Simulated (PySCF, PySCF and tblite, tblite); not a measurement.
**C8H14BN: conformers and averaged spectra**

Which conformers does C8H14BN (`[BH3-][NH2+]c1ccccc1CC`) populate, and what do their averaged NMR parameters look like?

Programs: PySCF 2.14.0 with density-fitted response routines of our own, and tblite 0.8.0. All values are computed, except where a source is named. Atoms count from 0 throughout.

### 1 The molecule as given

24 atoms, charge 0, multiplicity 1; geometry from: UFF geometry.

Bonds of the start (Å): B0–H10 1.20, B0–H11 1.19, B0–H12 1.19, B0–N1 1.54, C2–C3 1.42, C2–C7 1.42, C3–C4 1.40, C3–H15 1.07, C4–C5 1.38, C4–H16 1.08, C5–C6 1.40, C5–H17 1.09, C6–C7 1.41, C6–H18 1.09, C7–C8 1.51, C8–C9 1.52, C8–H19 1.11, C8–H20 1.11, C9–H21 1.11, C9–H22 1.11, C9–H23 1.12, N1–C2 1.45, N1–H13 1.04, N1–H14 1.05.

### 2 GFN2-xTB relaxation, conformer 1

The job: settings as JSON, then the geometry in Å.

```
{"job": {"xc": "GFN2-xTB", "basis": "xTB", "kind": "relax"}, "charge": 0, "multiplicity": 1}
B     -1.376800     2.280300     0.442000
N     -0.429800     1.634400    -0.582100
C     -0.524800     0.185200    -0.520800
C     -1.504500    -0.440800    -1.333100
C     -1.653000    -1.836800    -1.295100
C     -0.842800    -2.612100    -0.484100
C      0.124100    -2.001000     0.323000
C      0.287900    -0.601400     0.336400
C      1.365100    -0.019200     1.214800
C      2.688600     0.047500     0.477600
H     -2.520400     2.067300     0.130800
H     -1.197300     1.853400     1.541700
H     -1.215600     3.463700     0.466300
H     -0.671300     1.970600    -1.531800
H      0.549900     1.955100    -0.390900
H     -2.150500     0.138600    -1.956400
H     -2.398300    -2.305600    -1.922500
H     -0.952300    -3.693400    -0.471000
H      0.748400    -2.625300     0.959100
H      1.087800     0.995400     1.583600
H      1.485500    -0.635200     2.128300
H      3.464300     0.494700     1.137500
H      2.610900     0.683700    -0.426000
H      3.013100    -0.979300     0.180300
```

On the command line:

```
$ OMP_NUM_THREADS=1 python ens_run.py task.json out
```

One launch serves the whole session.

Log:

```text
step      E/eV     max force
  0    -773.10765    2.303
  1    -773.29905    1.073
  2    -773.36230    0.462
  3    -773.39265    0.297
  4    -773.40243    0.304
  5    -773.40924    0.200
  6    -773.41493    0.140
  7    -773.41849    0.128
  8    -773.42121    0.142
  9    -773.42338    0.108
 10    -773.42488    0.090
 11    -773.42585    0.069
 12    -773.42657    0.066
 13    -773.42724    0.065
 14    -773.42794    0.061
 15    -773.42867    0.071
 16    -773.42943    0.074
 17    -773.43014    0.069
 18    -773.43069    0.064
 19    -773.43104    0.040
 20    -773.43104    0.040
 21    -773.43118    0.033
 22    -773.43141    0.023
 23    -773.43149    0.022
 24    -773.43165    0.026
 25    -773.43177    0.023
 26    -773.43186    0.019
 27    -773.43195    0.023
 28    -773.43203    0.022
 29    -773.43210    0.024
 30    -773.43219    0.021
 31    -773.43229    0.025
 32    -773.43240    0.030
 33    -773.43255    0.033
 34    -773.43273    0.041
 35    -773.43293    0.031
 36    -773.43311    0.032
 37    -773.43328    0.034
 38    -773.43343    0.041
 39    -773.43359    0.039
 40    -773.43374    0.028
 41    -773.43388    0.028
 42    -773.43399    0.026
 43    -773.43409    0.029
 44    -773.43417    0.027
 45    -773.43425    0.025
 46    -773.43432    0.023
 47    -773.43438    0.030
 48    -773.43444    0.025
 49    -773.43451    0.021
 50    -773.43459    0.023
 51    -773.43468    0.021
 52    -773.43474    0.020
 53    -773.43478    0.013
 54    -773.43481    0.017
 55    -773.43486    0.018
 56    -773.43490    0.022
 57    -773.43494    0.017
 58    -773.43498    0.015
 59    -773.43502    0.017
 60    -773.43506    0.015
 61    -773.43509    0.014
 62    -773.43512    0.010
 63    -773.43514    0.010
 64    -773.43516    0.010
 65    -773.43518    0.010
 66    -773.43520    0.012
 67    -773.43523    0.015
 68    -773.43527    0.013
 69    -773.43531    0.014
 70    -773.43534    0.013
 71    -773.43538    0.013
 72    -773.43542    0.013
 73    -773.43545    0.013
 74    -773.43548    0.012
 75    -773.43549    0.010
 76    -773.43551    0.008
 77    -773.43552    0.008
 78    -773.43554    0.009
 79    -773.43555    0.009
 80    -773.43557    0.007
 81    -773.43558    0.006
 82    -773.43558    0.007
 83    -773.43559    0.008
 84    -773.43560    0.008
 85    -773.43561    0.005
 86    -773.43561    0.005
 87    -773.43562    0.005
 88    -773.43562    0.004
```

Wall time 1.1 s (1 thread of Arm Neoverse N1, shared host).

Gain 0.328 eV; displacement 0.09 Å root mean square.

### 3 GFN2-xTB relaxation, conformer 2

The job: settings as JSON, then the geometry in Å.

```
{"job": {"xc": "GFN2-xTB", "basis": "xTB", "kind": "relax"}, "charge": 0, "multiplicity": 1}
B     -1.727600    -1.643900     0.912100
N     -1.181700    -1.244800    -0.483000
C     -0.679900     0.110400    -0.467800
C     -1.630300     1.173200    -0.469500
C     -1.220400     2.495200    -0.398600
C      0.131400     2.806500    -0.363400
C      1.089300     1.791900    -0.390800
C      0.708200     0.441200    -0.457600
C      1.805600    -0.609100    -0.526300
C      2.066400    -1.230100     0.843000
H     -1.826800    -2.829500     0.989100
H     -1.027600    -1.254800     1.788900
H     -2.827100    -1.169400     1.073800
H     -0.439800    -1.938900    -0.745600
H     -1.947900    -1.326700    -1.176700
H     -2.692400     0.947000    -0.470000
H     -1.955000     3.293000    -0.387600
H      0.450900     3.835800    -0.310200
H      2.136400     2.063000    -0.351500
H      1.575200    -1.389900    -1.269000
H      2.742200    -0.133200    -0.879400
H      2.267300    -0.435000     1.594300
H      2.968000    -1.880400     0.787500
H      1.203900    -1.851600     1.166000
```

Log:

```text
step      E/eV     max force
  0    -773.09452    2.119
  1    -773.26608    1.054
  2    -773.33544    0.538
  3    -773.36343    0.294
  4    -773.37377    0.294
  5    -773.38070    0.183
  6    -773.38581    0.126
  7    -773.38903    0.121
  8    -773.39151    0.143
  9    -773.39345    0.099
 10    -773.39490    0.077
 11    -773.39597    0.058
 12    -773.39680    0.062
 13    -773.39757    0.055
 14    -773.39845    0.062
 15    -773.39952    0.080
 16    -773.40080    0.089
 17    -773.40215    0.080
 18    -773.40333    0.065
 19    -773.40418    0.062
 20    -773.40478    0.067
 21    -773.40529    0.057
 22    -773.40577    0.047
 23    -773.40622    0.048
 24    -773.40663    0.056
 25    -773.40704    0.063
 26    -773.40740    0.044
 27    -773.40771    0.039
 28    -773.40771    0.039
 29    -773.40786    0.033
 30    -773.40821    0.028
 31    -773.40833    0.030
 32    -773.40862    0.036
 33    -773.40880    0.032
 34    -773.40903    0.031
 35    -773.40924    0.033
 36    -773.40948    0.035
 37    -773.40975    0.042
 38    -773.41006    0.038
 39    -773.41035    0.035
 40    -773.41060    0.035
 41    -773.41081    0.051
 42    -773.41100    0.047
 43    -773.41118    0.027
 44    -773.41136    0.025
 45    -773.41153    0.049
 46    -773.41172    0.063
 47    -773.41193    0.051
 48    -773.41211    0.027
 49    -773.41228    0.028
 50    -773.41245    0.046
 51    -773.41265    0.057
 52    -773.41287    0.043
 53    -773.41308    0.028
 54    -773.41328    0.033
 55    -773.41346    0.044
 56    -773.41360    0.033
 57    -773.41368    0.021
 58    -773.41374    0.021
 59    -773.41380    0.026
 60    -773.41387    0.028
 61    -773.41393    0.019
 62    -773.41398    0.016
 63    -773.41403    0.015
 64    -773.41407    0.016
 65    -773.41411    0.014
 66    -773.41415    0.016
 67    -773.41419    0.014
 68    -773.41423    0.014
 69    -773.41426    0.012
 70    -773.41429    0.010
 71    -773.41431    0.011
 72    -773.41433    0.011
 73    -773.41435    0.010
 74    -773.41438    0.009
 75    -773.41440    0.009
 76    -773.41442    0.009
 77    -773.41444    0.012
 78    -773.41446    0.012
 79    -773.41448    0.011
 80    -773.41451    0.012
 81    -773.41455    0.014
 82    -773.41459    0.012
 83    -773.41462    0.010
 84    -773.41464    0.011
 85    -773.41466    0.010
 86    -773.41470    0.015
 87    -773.41473    0.016
 88    -773.41477    0.013
 89    -773.41481    0.011
 90    -773.41484    0.011
 91    -773.41488    0.014
 92    -773.41492    0.016
 93    -773.41496    0.014
 94    -773.41500    0.011
 95    -773.41502    0.009
 96    -773.41504    0.014
 97    -773.41507    0.017
 98    -773.41510    0.014
 99    -773.41512    0.008
100    -773.41514    0.008
101    -773.41515    0.008
102    -773.41516    0.008
103    -773.41518    0.009
104    -773.41519    0.008
105    -773.41520    0.008
106    -773.41521    0.006
107    -773.41522    0.005
108    -773.41522    0.004
```

Run time: 1.3 s. Hardware: 1 thread of Arm Neoverse N1, shared host.

Gain 0.321 eV; displacement 0.13 Å root mean square.

### 4 Shieldings, conformer 1: mPW1PW91/pcSseg-1 in dichloromethane

The job: settings as JSON, then the geometry in Å.

```
{"job": {"xc": "mPW1PW91", "basis": "pcSseg-1", "solvent": "dichloromethane", "kind": "nmr", "pop": true}, "charge": 0, "multiplicity": 1}
B     -1.401243     2.343531     0.508503
N     -0.376898     1.546322    -0.556088
C     -0.504044     0.125112    -0.526878
C     -1.455933    -0.473764    -1.339853
C     -1.638954    -1.843732    -1.316131
C     -0.862692    -2.623110    -0.476303
C      0.083370    -2.024343     0.335323
C      0.277752    -0.648694     0.330451
C      1.336658    -0.036018     1.206340
C      2.657931     0.128349     0.448810
H     -2.504840     2.068149     0.163789
H     -1.140209     1.941023     1.596836
H     -1.129797     3.494617     0.355225
H     -0.634656     1.921643    -1.462523
H      0.555837     1.850814    -0.301338
H     -2.061516     0.144932    -1.986362
H     -2.383227    -2.299038    -1.951466
H     -0.996154    -3.693901    -0.450718
H      0.685539    -2.633582     0.993828
H      0.997473     0.926276     1.593144
H      1.507290    -0.689428     2.063594
H      3.409015     0.578881     1.093376
H      2.543600     0.757371    -0.432954
H      3.023961    -0.841646     0.118953
```

Log:

```text
coarse grid: 19520 points
cycle   1  E = -392.6222397727  dE =  1.447e+00  |g| = 4.937e-01  |ddm| = 4.538e+00
cycle   2  E = -392.6296127803  dE = -7.373e-03  |g| = 5.032e-01  |ddm| = 1.063e+00
cycle   3  E = -392.6953899520  dE = -6.578e-02  |g| = 9.901e-02  |ddm| = 4.951e-01
cycle   4  E = -392.6975498235  dE = -2.160e-03  |g| = 3.811e-02  |ddm| = 1.290e-01
cycle   5  E = -392.6979348755  dE = -3.851e-04  |g| = 8.481e-03  |ddm| = 4.817e-02
cycle   6  E = -392.6979521863  dE = -1.731e-05  |g| = 2.834e-03  |ddm| = 1.004e-02
cycle   7  E = -392.6979541273  dE = -1.941e-06  |g| = 6.276e-04  |ddm| = 2.771e-03
final grid: 187072 points
cycle   8  E = -392.7569280140  dE = -7.962e-05  |g| = 7.065e-03  |ddm| = 6.966e-02
cycle   9  E = -392.7569286439  dE = -6.299e-07  |g| = 7.150e-03  |ddm| = 1.395e-02
cycle  10  E = -392.7569415184  dE = -1.287e-05  |g| = 6.310e-04  |ddm| = 6.253e-03
cycle  11  E = -392.7569415951  dE = -7.666e-08  |g| = 2.714e-04  |ddm| = 7.356e-04
cycle  12  E = -392.7569416107  dE = -1.564e-08  |g| = 7.304e-05  |ddm| = 2.683e-04
cycle  13  E = -392.7569416120  dE = -1.255e-09  |g| = 2.588e-05  |ddm| = 9.525e-05
cycle  14  E = -392.7569416122  dE = -1.713e-10  |g| = 6.008e-06  |ddm| = 3.236e-05
converged SCF energy = -392.7569416122

GIAO shielding tensors (ppm)
atom      isotropic    diamagn.    paramagn.     s11        s22        s33       span
  0 B      120.223     188.110     -67.887    102.401    105.187    153.081     50.681
  1 N      198.292     324.013    -125.721    176.069    188.697    230.111     54.043
  2 C       41.076     255.904    -214.828    -54.548     34.901    142.874    197.422
  3 C       58.638     251.579    -192.941    -36.877     44.681    168.110    204.987
  4 C       53.001     254.771    -201.770    -54.357     36.229    177.130    231.487
  5 C       53.090     254.871    -201.780    -55.842     37.287    177.826    233.667
  6 C       49.491     250.649    -201.158    -54.167     40.488    162.153    216.320
  7 C       44.434     261.589    -217.155    -35.579     -2.942    171.822    207.401
  8 C      157.718     246.785     -89.067    146.173    154.374    172.609     26.436
  9 C      167.441     247.377     -79.936    155.052    161.552    185.719     30.667
 10 H       29.997      31.106      -1.108     26.424     28.613     34.954      8.530
 11 H       29.908      31.231      -1.323     25.890     28.746     35.088      9.198
 12 H       29.775      30.359      -0.584     26.755     27.495     35.075      8.320
 13 H       26.575      32.354      -5.779     20.646     23.332     35.746     15.100
 14 H       26.447      34.761      -8.314     19.141     25.718     34.482     15.341
 15 H       24.289      32.383      -8.094     20.298     23.679     28.890      8.591
 16 H       24.044      29.828      -5.784     20.501     25.045     26.586      6.085
 17 H       24.094      30.073      -5.979     20.649     25.021     26.611      5.963
 18 H       24.028      32.971      -8.943     20.077     23.242     28.765      8.688
 19 H       28.686      32.535      -3.849     23.716     29.157     33.183      9.468
 20 H       29.007      31.357      -2.349     24.429     27.643     34.950     10.521
 21 H       30.295      27.998       2.298     26.257     26.361     38.267     12.010
 22 H       30.751      31.060      -0.309     25.411     31.352     35.490     10.079
 23 H       30.593      29.824       0.770     25.855     29.570     36.355     10.500
```

Wall time 1.8 min (1 thread of Arm Neoverse N1, shared host); peak memory 1.2 GiB.

This run: HOMO -7.17 eV, LUMO -0.40 eV; dipole 6.02 D.

Orbitals, density, ELF and potential are computed afterwards from the orbital file.

Frontier orbitals at mPW1PW91/pcSseg-1, with the share of their density that lies nearest to each atom:

| orbital | energy (eV) | lies on |
| --- | --- | --- |
| HOMO | -7.17 | C2, C5, C7 about 20 % each; C4 15 % |
| LUMO | -0.40 | C3, C6 about 22 % each; 4 C atoms about 8 % each |

ELF in a plane through or near 8 of the atoms.

Ten even steps from ' ' (0.00) to '@' (1.00):
```
                                                        
                                                        
                                                        
                            --++--    ....              
                            @@@@%%--++@@@@**            
                  ......    ##@@%%++@@@@@@@@::          
          ......::--====::  ..++--++**@@@@##            
        ..======++**++++++==..--****==::..              
          ..--++**==::--++**--........                  
            ::##%%--  ..**%%++                          
      ..++%%##==..**==++++--==::++@@##                  
      ##@@@@@@##==%%..**%%::@@**%%@@@@::                
      **@@@@@@**--++..--++::****--**--                  
        ==##--    %%@@@@::  ==##**::  ::--::            
                  @@@@@@::    ......++@@@@**            
                  ::--            ::%%@@@@==            
                                  ..--**--              
                                                        
                                                        
                                                        
```
The map spans 12.6 Å across and 11.4 Å up, centred on the molecule. Atoms in the plane (x, y in Å): N1 (0.9, -1.3), C2 (-0.3, -0.6), C3 (-1.6, -1.2), C4 (-2.7, -0.5), C9 (1.6, 2.1), H14 (1.7, -0.7), H16 (-3.7, -1.0), H21 (2.5, 2.6).

On the surface of density 0.002 e/bohr³ the electrostatic potential runs, from the 1st to the 99th percentile, from -1.90 to 2.63 V.

### 5 Single-point energy, conformer 1: B3LYP/def2-SVP in dichloromethane

The job, as its differences from that of step 4:

```diff
@@ -1,2 +1,2 @@
-{"job": {"xc": "mPW1PW91", "basis": "pcSseg-1", "solvent": "dichloromethane", "kind": "nmr", "pop": true}, "charge": 0, "multiplicity": 1}
+{"job": {"xc": "B3LYP", "basis": "def2-SVP", "solvent": "dichloromethane", "kind": "sp"}, "charge": 0, "multiplicity": 1}
 B     -1.401243     2.343531     0.508503
```

Log:

```text
coarse grid: 19520 points
cycle   1  E = -392.4597007509  dE =  1.274e+00  |g| = 5.082e-01  |ddm| = 5.861e+00
cycle   2  E = -392.4584619097  dE =  1.239e-03  |g| = 5.462e-01  |ddm| = 1.374e+00
cycle   3  E = -392.5407356181  dE = -8.227e-02  |g| = 1.069e-01  |ddm| = 6.658e-01
cycle   4  E = -392.5433815288  dE = -2.646e-03  |g| = 4.128e-02  |ddm| = 1.622e-01
cycle   5  E = -392.5438440179  dE = -4.625e-04  |g| = 9.808e-03  |ddm| = 6.110e-02
cycle   6  E = -392.5438689049  dE = -2.489e-05  |g| = 3.061e-03  |ddm| = 1.391e-02
cycle   7  E = -392.5438712511  dE = -2.346e-06  |g| = 7.565e-04  |ddm| = 3.742e-03
final grid: 187072 points
cycle   8  E = -392.6193440134  dE = -7.787e-05  |g| = 6.688e-03  |ddm| = 6.229e-02
cycle   9  E = -392.6193421931  dE =  1.820e-06  |g| = 7.353e-03  |ddm| = 1.583e-02
cycle  10  E = -392.6193562425  dE = -1.405e-05  |g| = 6.018e-04  |ddm| = 7.926e-03
cycle  11  E = -392.6193563191  dE = -7.661e-08  |g| = 2.277e-04  |ddm| = 8.323e-04
cycle  12  E = -392.6193563305  dE = -1.136e-08  |g| = 6.274e-05  |ddm| = 2.971e-04
cycle  13  E = -392.6193563315  dE = -9.545e-10  |g| = 2.247e-05  |ddm| = 9.619e-05
converged SCF energy = -392.6193563315
```

Run time: 32 s. Hardware: 1 thread of Arm Neoverse N1, shared host; peak memory 0.94 GiB.

This run: HOMO -6.80 eV, LUMO -0.38 eV; dipole 5.94 D.

(Part 1 of 3 ends here.)
